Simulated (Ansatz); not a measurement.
# Bi (Bismuth): how the settings move a relaxation

Question: which choices in the input matter for Bi (Bismuth)?

The COD entry's cell or inner coordinates are ideal or old and differ from later refinements, so a difference from it is no clean test against experiment.

Computed with Ansatz 0.2.0 (reference: DFT, PBE, all-electron LAPW, scalar-relativistic, unless a step's input says otherwise).

**1. The structure to begin with**

It takes space group R-3m (No. 166, trigonal). The conventional cell has a = 4.653 Å, b = 4.653 Å, c = 12.121 Å, α = 90.00°, β = 90.00°, γ = 120.00°. Bi (site symmetry 3m) is surrounded by 6 Bi at 3.14 to 3.61 Å.

Coordinates:

```xyz
2
Lattice="2.3264 1.3432 4.0403 -2.3264 1.3432 4.0403 0.0000 -2.6863 4.0403" Properties=species:S:1:pos:R:3 pbc="T T T"
Bi    0.0000    0.0000    2.8363
Bi    0.0000    0.0000    9.2847
```

**2. Reference**

input.yaml

```yaml
crystal:
  lattice:
    - [2.3264222754, 1.343160527, 4.0403311668]
    - [-2.3264222754, 1.343160527, 4.0403311668]
    - [0.0, -2.686321054, 4.0403311668]
  atoms:
    - { symbol: Bi, position: [0.234, 0.234, 0.234] }
    - { symbol: Bi, position: [0.766, 0.766, 0.766] }
kpoints:
  mp_grid: { grid: [9, 9, 9] }
scf:
  occupations: { method: fermi_dirac, width: 0.05 }
hamiltonian:
  xc: pbe
  pseudopotentials: { kind: all_electron, lapw: { basis_error: 0.001 } }
output:
  forces: true
  stress: true
relax:
  f_tol: 0.005
  max_steps: 80
  cell: {}
```

Command:

```bash
$ ansatz run input.yaml --threads 1 --pin off --max-ram 2048MiB --backend cpu --events-out ev --progress --plain --runs-dir out
```

**3. Changing settings: mp_grid.shift [0.5, 0.5, 0.5], dr2_threshold 1.0e-11, xc rpbe**

input.yaml: that of step 2 with these lines changed.

```diff
@@ -9,7 +9,8 @@
 kpoints:
-  mp_grid: { grid: [9, 9, 9] }
+  mp_grid: { grid: [9, 9, 9], shift: [0.5, 0.5, 0.5] }
 scf:
   occupations: { method: fermi_dirac, width: 0.05 }
+  convergence: { dr2_threshold: 1.0e-11 }
 hamiltonian:
-  xc: pbe
+  xc: rpbe
   pseudopotentials: { kind: all_electron, lapw: { basis_error: 0.001 } }
```

What does the calculation give? Wanted: for each run, ending; energy change; pressure; gap; force.

**Answer**, as computed:

```csv
run,ending,energy change,pressure (GPa),gap (eV),force (eV/Å),cycles,time
reference,converged,-,0.0,0.05,0.00,23,57 s
"1: mp_grid.shift [0.5, 0.5, 0.5], dr2_threshold 1.0e-11, xc rpbe",converged,not comparable,0.0,0.02,0.00,51,1.9 min
```

After a change of functional the difference of the totals has no physical meaning; the gap on the mesh goes from 0.05 to 0.02 eV and the final volume goes from 73.65 to 77.81 Å³. The k-point mesh changed too. Cost: 51 SCF cycles against 23, 1.9 min against 57 s.
